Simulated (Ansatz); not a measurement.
# ClH8NSi3: basis-set convergence

The task here is to estimate one member of a computed series from the others.

Program: Ansatz 0.2.0, Gaussian basis. Level of theory: one geometry, several basis sets. These are calculated values, not measurements.

The runs, in order: PBE0-D4/def2-SVP; ωB97M-V/def2-SVP; PBE0-D4/def2-QZVPP; ωB97M-V/def2-QZVPP; the functionals' def2-TZVPP values are taken from earlier runs.

## The relaxed structure

All runs share one geometry, relaxed beforehand with PBE0-D4 in a triple-zeta def2 set.

SMILES `[SiH3]N[SiH2][SiH2]Cl`, 13 atoms, charge 0, spin multiplicity 1.

Atoms are counted from 1 here; the program's logs count them from 0.

Bond lengths: Si1–N2 1.727 Å, Si1–H6 1.485 Å, Si1–H7 1.487 Å, Si1–H8 1.489 Å, N2–Si3 1.726 Å, N2–H9 1.010 Å, Si3–Si4 2.346 Å, Si3–H10 1.489 Å, Si3–H11 1.494 Å, Si4–Cl5 2.067 Å, Si4–H12 1.486 Å, Si4–H13 1.484 Å. Angles: N2–Si1–H6 106.5°, N2–Si1–H7 112.0°, N2–Si1–H8 111.7°, H6–Si1–H7 109.9°, H6–Si1–H8 109.0°, H7–Si1–H8 107.7°, Si1–N2–Si3 128.6°, Si1–N2–H9 116.3°, Si3–N2–H9 115.1°, N2–Si3–Si4 110.8°, N2–Si3–H10 108.7°, N2–Si3–H11 113.8°, Si4–Si3–H10 108.6°, Si4–Si3–H11 107.8°, H10–Si3–H11 107.0°, Si3–Si4–Cl5 108.6°, Si3–Si4–H12 110.2°, Si3–Si4–H13 114.0° and more.

Set-up of the first run:

in.yaml

```yaml
crystal:
  periodic: [false, false, false]
  atoms:
    - {symbol: Si, position_ang: [-1.191016, -1.012372, 1.247952]}
    - {symbol: N, position_ang: [0.438874, -1.128624, 0.689468]}
    - {symbol: Si, position_ang: [1.161876, -0.380917, -0.687555]}
    - {symbol: Si, position_ang: [0.147755, 1.685245, -1.142102]}
    - {symbol: Cl, position_ang: [-0.072695, 2.717194, 0.634868]}
    - {symbol: H, position_ang: [-1.900751, -0.118992, 0.297463]}
    - {symbol: H, position_ang: [-1.271112, -0.452877, 2.622850]}
    - {symbol: H, position_ang: [-1.865613, -2.339421, 1.260067]}
    - {symbol: H, position_ang: [1.055784, -1.719987, 1.228654]}
    - {symbol: H, position_ang: [2.604757, -0.148482, -0.402974]}
    - {symbol: H, position_ang: [1.089805, -1.207751, -1.929860]}
    - {symbol: H, position_ang: [1.015856, 2.496929, -2.034966]}
    - {symbol: H, position_ang: [-1.193220, 1.575356, -1.769165]}
basis:
  gaussian: {orbitals: def2-SVP}
hamiltonian: {xc: pbe0, dispersion: d4}
output: {orbitals: {seedname: orbitals}}
```

Steps of the session up to this table: PBE0-D4 in def2-SVP; ωB97M-V in def2-SVP; PBE0-D4 in def2-QZVPP; ωB97M-V in def2-QZVPP.

One of the session's tables, all rows but one given; the rest of the session is left out.

It belongs to the step «Functionals by basis». 

```
functional       basis  HOMO (eV)
   PBE0-D4    def2-SVP      -7.40
   PBE0-D4  def2-TZVPP      -7.51
   PBE0-D4  def2-QZVPP      -7.53
   ωB97M-V    def2-SVP      -9.55
   ωB97M-V  def2-TZVPP          ?
   ωB97M-V  def2-QZVPP      -9.71
```

**Question.** Estimate the row for ωB97M-V, def2-TZVPP.

**Answer.** HOMO (eV): -9.69. In the column «HOMO (eV)» it lies between ωB97M-V, def2-QZVPP (-9.71) and ωB97M-V, def2-SVP (-9.55).
